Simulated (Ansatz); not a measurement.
# In3Se: a line through an energy map

One table from this session's results is given with a row withheld; the runs are named, their logs left out.

Program: Ansatz 0.2.0. Level of theory: DFT PBEsol+D3(BJ), scalar-relativistic, plane waves, PAW. These are calculated values, not measurements.

39 further runs of the same task are left out: 39 set aside as unsound or not needed. Runs told in other sessions of the task aren't counted.

### The system as given

The structure is cubic, space group Pm-3m (No. 221). Conventional cell: a = 4.588 Å, b = 4.588 Å, c = 4.588 Å, α = 90.00°, β = 90.00°, γ = 90.00°. In (site symmetry 4/mmm) is surrounded by 8 In at 3.24 Å and 4 Se at 3.24 Å. Around Se (site symmetry m-3m) lie 12 In at 3.24 Å.

As a file:

```cif
data_structure
_symmetry_space_group_name_H-M 'Pm-3m'
_symmetry_Int_Tables_number 221
_cell_length_a 4.5877
_cell_length_b 4.5877
_cell_length_c 4.5877
_cell_angle_alpha 90.000
_cell_angle_beta 90.000
_cell_angle_gamma 90.000
_cell_volume 96.55
loop_
_atom_site_label
_atom_site_type_symbol
_atom_site_symmetry_multiplicity
_atom_site_Wyckoff_symbol
_atom_site_fract_x
_atom_site_fract_y
_atom_site_fract_z
_atom_site_occupancy
In1 In 3 c 0.00000 0.50000 0.50000 1
Se1 Se 1 a 0.00000 0.00000 0.00000 1
```

It goes back to an entry of the Materials Project, which need not be the stable form.

It is the result of an earlier relaxation at this level (volume 24.14 Å³/atom; gap on the mesh: none (metal)).

### What is varied

The energy is mapped over volume and the cell's shape.

The axes are (1) volume per atom: 9 values from 22.21 to 26.07 Å³; (2) c/a of the conventional cell: 9 values from 0.923 to 1.083.

Nothing else is relaxed (symmetry fixes all fractional coordinates). Energies count from the relaxed crystal. Points are written as (first, second).

The first run:

Contents of input.yaml:

```yaml
crystal:
  lattice:
    - [4.4917102027, 0.0, 0.0]
    - [0.0, 4.4917102027, 0.0]
    - [0.0, 0.0, 4.4027743407]
  atoms:
    - { symbol: In, position: [0.0, 0.5, 0.5] }
    - { symbol: In, position: [0.5, 0.0, 0.5] }
    - { symbol: In, position: [0.5, 0.5, 0.0] }
    - { symbol: Se, position: [0.0, 0.0, 0.0] }
basis:
  ecutwfc: 420
kpoints:
  mp_grid: { grid: [10, 10, 10] }
hamiltonian:
  xc: pbesol
  pseudopotentials: { kind: paw, azcp: { folder: soft_1 } }
  dispersion: d3bj
scf:
  occupations: { method: gaussian, width: 0.15 }
output:
  forces: true
  stress: true
  eigenvalues: true
```

Started as:

```
$ ansatz run input.yaml --threads 2 --pin off --max-ram 4096MiB --backend cpu --events-out ev --progress --plain --runs-dir out
```

Steps of the session up to this table: Point (22.21 Å³, 0.980); Grid point (22.69 Å³, 0.980); The run at (23.17 Å³, 0.980); Point (24.14 Å³, 0.980); The run at (24.62 Å³, 0.980); Grid point (25.10 Å³, 0.980); The run at (25.59 Å³, 0.980); The run at (26.07 Å³, 0.980).

One of the session's tables, all rows but one given; the rest of the session is left out.

It belongs to the step «The line in numbers». 

| volume per atom (Å³) | energy (meV/atom) | slope (meV/atom per Å³) | pressure (GPa) |
| --- | --- | --- | --- |
| 22.21 | 28.3 | −31.9 | 5.1 |
| 22.69 | 15.2 | −22.5 | 3.6 |
| 23.17 | ? | ? | ? |
| 23.66 | 1.5 | −6.6 | 1.1 |
| 24.14 | 0.0 | 0.1 | 0.0 |
| 24.62 | 1.5 | 5.9 | −1.0 |
| 25.10 | 5.6 | 11.2 | −1.8 |
| 25.59 | 12.2 | 15.8 | −2.5 |
| 26.07 | 20.8 | 19.9 | −3.2 |

Estimate the missing values for volume per atom (Å³) = 23.17.

Worked estimate for «energy (meV/atom)». A straight line through the neighbours (22.69, 15.2) and (23.66, 1.5) gives 15.2 + (1.5 − 15.2) × (23.17 − 22.69) / (23.66 − 22.69) = 8.4; a parabola fitted to 4 rows on both sides gives 6.5.

The run gave: energy (meV/atom): 6.5; slope (meV/atom per Å³): −14.0; pressure (GPa): 2.2. In «energy (meV/atom)» the line misses by +1.9 and the parabola by 0.0.

Energies count from the relaxed crystal. Rows without a step come from runs not printed here or follow by symmetry.

V·d²E/dV² there is about 50 GPa, a bulk modulus under this line's constraint. The highest point computed, at 22.21 Å³, lies 28.3 meV/atom above the lowest. The final runs have no spin polarisation, so a magnetic state may lie lower.

Caveats from the session: Warnings in the runs' records: pseudo functional mismatch.
